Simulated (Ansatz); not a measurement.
# C2H2AlF: taking an electron away

One table from this session's results is given with a row withheld; the runs are named, their logs left out.

Method: unrestricted cation, the program's frozen cores in correlated methods; program: Ansatz 0.2.0, Gaussian basis.

Plan: UKS PBE-D4/def2-TZVPP; UKS r2SCAN-D4/def2-TZVPP; UKS PBE0-D4/def2-TZVPP; UKS B3LYP-D4/def2-TZVPP; UKS wB97X-V/def2-TZVPP; UKS wB97M-V/def2-TZVPP; UKS B2PLYP/def2-TZVPP; UHF-CCSD(T)/def2-TZVPP; UHF-MP2/def2-QZVPP; extrapolation to the limit; then −ε(HOMO) from the neutral's earlier runs with LDA (SPW92), PBE-D4, revPBE-D4, BLYP-D4, r2SCAN-D4, B97M-V, PBE0-D4, B3LYP-D4, r2SCANh-D4, r2SCAN0-D4, HSE06-D4, BHLYP-D4, CAM-B3LYP-D4, LC-ωPBE, ωB97X-V, ωB97M-V.

## The relaxed structure

The geometry comes from an earlier relaxation with PBE0-D4 in a triple-zeta def2 set; it is a stationary point.

SMILES `F[C]1=[CH][AlH]1`, 6 atoms, charge 0, spin multiplicity 1.

Atoms are counted from 1 here; the program's logs count them from 0.

Bond lengths: F1–C2 1.330 Å, C2–C3 1.357 Å, C2–Al4 1.853 Å, C3–Al4 1.867 Å, C3–H5 1.087 Å, Al4–H6 1.571 Å. Angles: F1–C2–C3 127.5°, F1–C2–Al4 163.4°, C3–C2–Al4 69.2°, C2–C3–Al4 68.0°, C2–C3–H5 129.3°, Al4–C3–H5 162.6°, C2–Al4–C3 42.8°, C2–Al4–H6 159.4°, C3–Al4–H6 157.8°.

The first run:

in.yaml reads:

```yaml
crystal:
  periodic: [false, false, false]
  atoms:
    - {symbol: F, position_ang: [-0.062037, -1.970705, 0.877656]}
    - {symbol: C, position_ang: [-0.143186, -0.758847, 0.334568]}
    - {symbol: C, position_ang: [0.881163, 0.038909, -0.060452]}
    - {symbol: Al, position_ang: [-0.780465, 0.835425, -0.361422]}
    - {symbol: H, position_ang: [1.952021, -0.142046, -0.016215]}
    - {symbol: H, position_ang: [-1.805397, 1.933365, -0.820335]}
basis:
  gaussian: {orbitals: def2-TZVPP}
total_charge: 1
magnetization: {spin_polarized: true, initial_magnetization: 1}
hamiltonian: {xc: pbe, dispersion: d4}
```

Command:

```
> ansatz run in.yaml --threads 2 --pin off --events-out ev --progress --plain --max-ram 4352MiB
```

Steps of the session up to this table: Cation, UKS PBE-D4/def2-TZVPP; Cation, UKS r2SCAN-D4/def2-TZVPP; Cation, UKS PBE0-D4/def2-TZVPP; Cation, UKS B3LYP-D4/def2-TZVPP; Cation, UKS wB97X-V/def2-TZVPP; Cation, UKS wB97M-V/def2-TZVPP; Cation, UKS B2PLYP (frozen core)/def2-TZVPP; Cation, UHF-CCSD(T)/def2-TZVPP; Cation, UHF-MP2/def2-QZVPP.

One of the session's tables, all rows but one given; the rest of the session is left out.

It belongs to the step «Ionisation energies side by side». Orbital estimates, from the neutral's runs:

```
  functional  −ε(HOMO) (eV)
 LDA (SPW92)           6.19
      PBE-D4           6.07
   revPBE-D4           6.02
     BLYP-D4           5.97
   r2SCAN-D4           6.33
      B97M-V           6.43
     PBE0-D4              ?
    B3LYP-D4           7.15
  r2SCANh-D4           6.80
  r2SCAN0-D4           7.52
    HSE06-D4           6.94
    BHLYP-D4           8.56
CAM-B3LYP-D4           8.72
     LC-ωPBE          10.03
     ωB97X-V           9.70
     ωB97M-V           9.55
```

**Question.** Estimate the row for PBE0-D4.

The run gave: −ε(HOMO) (eV): 7.35. In the column «−ε(HOMO) (eV)» it lies between B3LYP-D4 (7.15) and r2SCAN0-D4 (7.52).

Caveats from the session: The cation may have settled in a state other than its lowest; no search over hole states beyond the program's own was made.
